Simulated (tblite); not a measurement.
# C6H13B2NS: the cost of one run

Programs: PySCF 2.14.0 with density-fitted response routines of our own, and tblite 0.8.0. All values are computed, except where a source is named. Atoms count from 0 throughout.

## (1) The starting structure

23 atoms, charge 0, multiplicity 1; geometry from: UFF geometry.

Bonds of the start (Å): B0–H10 1.18, B0–H11 1.17, B0–N1 1.54, B2–C3 1.60, B2–S6 1.90, C3–C4 1.46, C3–H13 1.10, C3–H14 1.11, C4–C5 1.20, C5–H15 1.06, C7–C8 1.54, C7–C9 1.53, C7–H16 1.11, C8–H17 1.11, C8–H18 1.10, C8–H19 1.11, C9–H20 1.12, C9–H21 1.11, C9–H22 1.10, N1–B2 1.51, N1–H12 1.06, S6–C7 1.82.

## (2) GFN2-xTB relaxation, conformer 1

Job settings and geometry (Å):

```
{"job": {"xc": "GFN2-xTB", "basis": "xTB", "kind": "relax"}, "charge": 0, "multiplicity": 1}
B      2.583900    -1.137000     1.784300
N      1.328900    -1.482800     0.965700
B      0.953200    -0.267800     0.151200
C      1.768000     0.120200    -1.172600
C      2.420300     1.410700    -0.983100
C      2.954100     2.481700    -0.851100
S     -0.498100     0.840100     0.694000
C     -1.768900     0.053800    -0.351400
C     -2.288300    -1.237600     0.299100
C     -2.924600     1.037300    -0.563700
H      2.545800    -0.252600     2.570300
H      3.532500    -1.819700     1.712900
H      0.569600    -1.653800     1.683000
H      1.085900     0.157700    -2.036300
H      2.539000    -0.650800    -1.354500
H      3.428100     3.422500    -0.711100
H     -1.349400    -0.193800    -1.350200
H     -2.680900    -1.029700     1.318300
H     -1.481300    -1.982800     0.373800
H     -3.104900    -1.672400    -0.307200
H     -2.540800     1.967500    -1.049700
H     -3.387800     1.314400     0.404300
H     -3.689200     0.601900    -1.216000
```

Launch:

```sh
$ OMP_NUM_THREADS=1 python ens_run.py task.json out
```

This one command runs the whole study; its stages follow in the order run.

Q: Estimate the wall time of this first job on 1 thread of Intel Xeon Platinum 8259CL at 2.50GHz, shared host.

About 4.6 s.
